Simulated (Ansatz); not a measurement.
# C₂H₉BOSi: basis-set convergence

An exercise on one series of results from a longer session: the logs are not shown, and one member is left open.

Method: one geometry, several basis sets; program: Ansatz 0.2.0, Gaussian basis.

Plan: PBE0-D4/def2-SVP; ωB97M-V/def2-SVP; PBE0-D4/def2-QZVPP; ωB97M-V/def2-QZVPP; the functionals' def2-TZVPP values are taken from earlier runs.

### The geometry

The geometry comes from an earlier relaxation with PBE0-D4 in a triple-zeta def2 set; it is a stationary point, not always the lowest conformer.

SMILES `CBC[SiH2]O`, 14 atoms, charge 0, spin multiplicity 1.

Atoms are counted from 1 here; the program's logs count them from 0.

Bond lengths: C1–B2 1.559 Å, C1–H6 1.097 Å, C1–H7 1.098 Å, C1–H8 1.092 Å, B2–C3 1.545 Å, B2–H9 1.203 Å, C3–Si4 1.868 Å, C3–H10 1.096 Å, C3–H11 1.095 Å, Si4–O5 1.651 Å, Si4–H12 1.490 Å, Si4–H13 1.490 Å, O5–H14 0.958 Å. Angles: B2–C1–H6 110.5°, B2–C1–H7 108.9°, B2–C1–H8 115.3°, H6–C1–H7 104.5°, H6–C1–H8 108.8°, H7–C1–H8 108.3°, C1–B2–C3 123.3°, C1–B2–H9 118.0°, C3–B2–H9 118.7°, B2–C3–Si4 110.9°, B2–C3–H10 113.3°, B2–C3–H11 113.7°, Si4–C3–H10 104.0°, Si4–C3–H11 104.2°, H10–C3–H11 109.9°, C3–Si4–O5 106.1°, C3–Si4–H12 110.8°, C3–Si4–H13 111.3° and more.

Coordinates:

```tsv
atom	x (Å)	y (Å)	z (Å)
C1	-1.33737	0.87370	1.56144
B2	0.14564	0.67491	1.12199
C3	0.64636	-0.57759	0.36762
Si4	0.49139	-0.34877	-1.47952
O5	1.04253	-1.74751	-2.16160
H6	-1.72827	1.82206	1.17370
H7	-1.37234	0.98821	2.65288
H8	-2.02011	0.06923	1.27946
H9	0.92551	1.56296	1.34892
H10	0.05149	-1.47512	0.57422
H11	1.70920	-0.79058	0.52320
H12	-0.92684	-0.10136	-1.86495
H13	1.29587	0.81327	-1.95033
H14	1.06385	-1.79283	-3.11822
```

Set-up of the first run:

The input, in.yaml:

```yaml
crystal:
  periodic: [false, false, false]
  atoms:
    - {symbol: C, position_ang: [-1.337375, 0.873703, 1.561436]}
    - {symbol: B, position_ang: [0.145636, 0.674911, 1.121992]}
    - {symbol: C, position_ang: [0.646356, -0.577591, 0.367620]}
    - {symbol: Si, position_ang: [0.491393, -0.348772, -1.479520]}
    - {symbol: O, position_ang: [1.042532, -1.747505, -2.161595]}
    - {symbol: H, position_ang: [-1.728272, 1.822061, 1.173696]}
    - {symbol: H, position_ang: [-1.372341, 0.988215, 2.652882]}
    - {symbol: H, position_ang: [-2.020105, 0.069234, 1.279459]}
    - {symbol: H, position_ang: [0.925513, 1.562958, 1.348919]}
    - {symbol: H, position_ang: [0.051485, -1.475118, 0.574219]}
    - {symbol: H, position_ang: [1.709200, -0.790579, 0.523199]}
    - {symbol: H, position_ang: [-0.926836, -0.101357, -1.864955]}
    - {symbol: H, position_ang: [1.295866, 0.813273, -1.950328]}
    - {symbol: H, position_ang: [1.063848, -1.792833, -3.118221]}
basis:
  gaussian: {orbitals: def2-SVP}
hamiltonian: {xc: pbe0, dispersion: d4}
output: {orbitals: {seedname: orbitals}}
```

Among the steps run: PBE0-D4 in def2-SVP; ωB97M-V in def2-SVP; PBE0-D4 in def2-QZVPP; ωB97M-V in def2-QZVPP.

One table of the session follows, with a row left open; its other results are not shown here.

It belongs to the step «Functionals by basis». 

```
functional       basis  HOMO (eV)
   PBE0-D4    def2-SVP      -8.40
   PBE0-D4  def2-TZVPP      -8.56
   PBE0-D4  def2-QZVPP      -8.59
   ωB97M-V    def2-SVP     -10.70
   ωB97M-V  def2-TZVPP          ?
   ωB97M-V  def2-QZVPP     -10.90
```

**Question.** Estimate the row for ωB97M-V, def2-TZVPP.

**Answer.** HOMO (eV): -10.88. In the column «HOMO (eV)» it lies between ωB97M-V, def2-QZVPP (-10.90) and ωB97M-V, def2-SVP (-10.70).
